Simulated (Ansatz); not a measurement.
# C₆H₁₉N₄Nb: a ladder of functionals and wavefunction methods

An exercise on one series of results from a longer session: the logs are not shown, and one member is left open.

Computed with Ansatz 0.2.0, Gaussian basis. Level: functionals in def2-TZVPP, the program's frozen cores in correlated methods.

Plan: LDA (SPW92), PBE-D4, revPBE-D4, BLYP-D4, r2SCAN-D4, B97M-V, PBE0-D4, B3LYP-D4, r2SCANh-D4, r2SCAN0-D4, HSE06-D4, BHLYP-D4, CAM-B3LYP-D4, LC-ωPBE, ωB97X-V, ωB97M-V, B2PLYP, PBE-QIDH; CCSD(T)/def2-SVP; CCSD(T)/def2-TZVPP; MP2/def2-QZVPP; extrapolation to the limit; RPA on PBE.

1 further run of the same task is left out (for a known fault of the program).

### Structure used throughout

The geometry comes from an earlier relaxation with PBE0-D4 in a triple-zeta def2 set; it is a stationary point, not always the lowest conformer. Nb takes the def2 core potential; no spin-orbit term is included.

SMILES `C[N](C)[Nb](=[NH])([N](C)C)[N](C)C`, 30 atoms, charge 0, spin multiplicity 1.

Atoms are counted from 1 here; the program's logs count them from 0.

Bond lengths: C1–N2 1.441 Å, C1–H12 1.100 Å, C1–H13 1.100 Å, C1–H14 1.096 Å, N2–C3 1.440 Å, N2–Nb4 1.996 Å, C3–H15 1.089 Å, C3–H16 1.101 Å, C3–H17 1.100 Å, Nb4–N5 1.758 Å, Nb4–N6 1.996 Å, Nb4–N9 1.996 Å, N5–H18 1.008 Å, N6–C7 1.441 Å, N6–C8 1.441 Å, C7–H19 1.089 Å, C7–H20 1.100 Å, C7–H21 1.101 Å and more. Angles: N2–C1–H12 111.8°, N2–C1–H13 111.6°, N2–C1–H14 111.6°, H12–C1–H13 107.5°, H12–C1–H14 107.4°, H13–C1–H14 106.7°, C1–N2–C3 112.1°, C1–N2–Nb4 119.1°, C3–N2–Nb4 128.6°, N2–C3–H15 110.4°, N2–C3–H16 111.4°, N2–C3–H17 111.3°, H15–C3–H16 108.3°, H15–C3–H17 108.2°, H16–C3–H17 107.1°, N2–Nb4–N5 108.6°, N2–Nb4–N6 110.3°, N2–Nb4–N9 110.3° and more.

Set-up of the first run:

File in.yaml:

```yaml
crystal:
  periodic: [false, false, false]
  atoms:
    - {symbol: C, position_ang: [-1.504828, 0.344799, 2.032523]}
    - {symbol: N, position_ang: [-0.074909, 0.258336, 1.873978]}
    - {symbol: C, position_ang: [0.616581, 0.337346, 3.135153]}
    - {symbol: Nb, position_ang: [0.695203, 0.173321, 0.034739]}
    - {symbol: N, position_ang: [2.399049, 0.598218, 0.118560]}
    - {symbol: N, position_ang: [-0.228602, 1.475465, -1.162786]}
    - {symbol: C, position_ang: [0.253762, 2.739576, -1.657184]}
    - {symbol: C, position_ang: [-1.515378, 1.132351, -1.713943]}
    - {symbol: N, position_ang: [0.533305, -1.675484, -0.699231]}
    - {symbol: C, position_ang: [-0.694358, -2.404440, -0.502383]}
    - {symbol: C, position_ang: [1.536692, -2.470750, -1.359390]}
    - {symbol: H, position_ang: [-1.900411, -0.489510, 2.631090]}
    - {symbol: H, position_ang: [-1.801363, 1.279798, 2.530728]}
    - {symbol: H, position_ang: [-2.018920, 0.326187, 1.065224]}
    - {symbol: H, position_ang: [1.694085, 0.293438, 2.980882]}
    - {symbol: H, position_ang: [0.381815, 1.273701, 3.663826]}
    - {symbol: H, position_ang: [0.330282, -0.491222, 3.800163]}
    - {symbol: H, position_ang: [3.375664, 0.841874, 0.165823]}
    - {symbol: H, position_ang: [1.236449, 2.959780, -1.241716]}
    - {symbol: H, position_ang: [-0.426421, 3.560664, -1.385305]}
    - {symbol: H, position_ang: [0.336299, 2.736506, -2.754712]}
    - {symbol: H, position_ang: [-1.853796, 0.150535, -1.364951]}
    - {symbol: H, position_ang: [-1.485789, 1.084890, -2.812690]}
    - {symbol: H, position_ang: [-2.287702, 1.864735, -1.434676]}
    - {symbol: H, position_ang: [-1.435883, -1.805468, 0.037642]}
    - {symbol: H, position_ang: [-0.532878, -3.317511, 0.089729]}
    - {symbol: H, position_ang: [-1.148191, -2.705600, -1.458531]}
    - {symbol: H, position_ang: [1.202469, -2.785879, -2.359258]}
    - {symbol: H, position_ang: [1.763401, -3.384899, -0.789923]}
    - {symbol: H, position_ang: [2.458674, -1.901558, -1.472280]}
basis:
  gaussian: {orbitals: def2-TZVPP}
hamiltonian: {xc: lda}
output: {orbitals: {seedname: orbitals}}
```

The run is started by

```bash
$ ansatz run in.yaml --threads 11 --pin off --events-out ev --progress --plain --max-ram 174080MiB --backend cuda --devices 0, --max-vram 75GiB
```

Steps of the session up to this table: LDA; PBE-D4 (GGA); revPBE-D4 (GGA); BLYP-D4 (GGA); r2SCAN-D4 (meta-GGA); B97M-V (meta-GGA); PBE0-D4 (hybrid); B3LYP-D4 (hybrid); r2SCANh-D4 (hybrid); r2SCAN0-D4 (hybrid); HSE06-D4 (hybrid); BHLYP-D4 (hybrid); CAM-B3LYP-D4 (range-separated); LC-ωPBE (range-separated); ωB97X-V (range-separated); ωB97M-V (range-separated); B2PLYP (double hybrid); PBE-QIDH (double hybrid).

One table of the session follows, with a row left open; its other results are not shown here.

It belongs to the step «Frontier levels by functional». 

| functional | HOMO (eV) | gap (eV) |
| --- | --- | --- |
| LDA (SPW92) | -4.57 | 3.62 |
| PBE-D4 | -4.45 | 3.67 |
| revPBE-D4 | -4.40 | 3.68 |
| BLYP-D4 | -4.35 | 3.67 |
| r2SCAN-D4 | -4.65 | 4.04 |
| B97M-V | -4.81 | 4.14 |
| PBE0-D4 | -5.62 | 5.65 |
| B3LYP-D4 | ? | ? |
| r2SCANh-D4 | -5.10 | 4.79 |
| r2SCAN0-D4 | -5.78 | 5.93 |
| HSE06-D4 | -5.23 | 4.89 |
| BHLYP-D4 | -6.77 | 7.68 |
| CAM-B3LYP-D4 | -6.91 | 7.94 |
| LC-ωPBE | -8.16 | 10.27 |
| ωB97X-V | -7.86 | 9.83 |
| ωB97M-V | -7.80 | 9.28 |

Q: Estimate the row for B3LYP-D4 from the others.

Worked estimate for «HOMO (eV)». Against the share of exact exchange, BLYP-D4 (0, -4.35), BHLYP-D4 (0.5, -6.77) give a slope of -4.84 per unit share; at 0.2 the line stands at -5.32.

The run gave: HOMO (eV): -5.44; gap (eV): 5.25. In «HOMO (eV)» the line misses by +0.12.
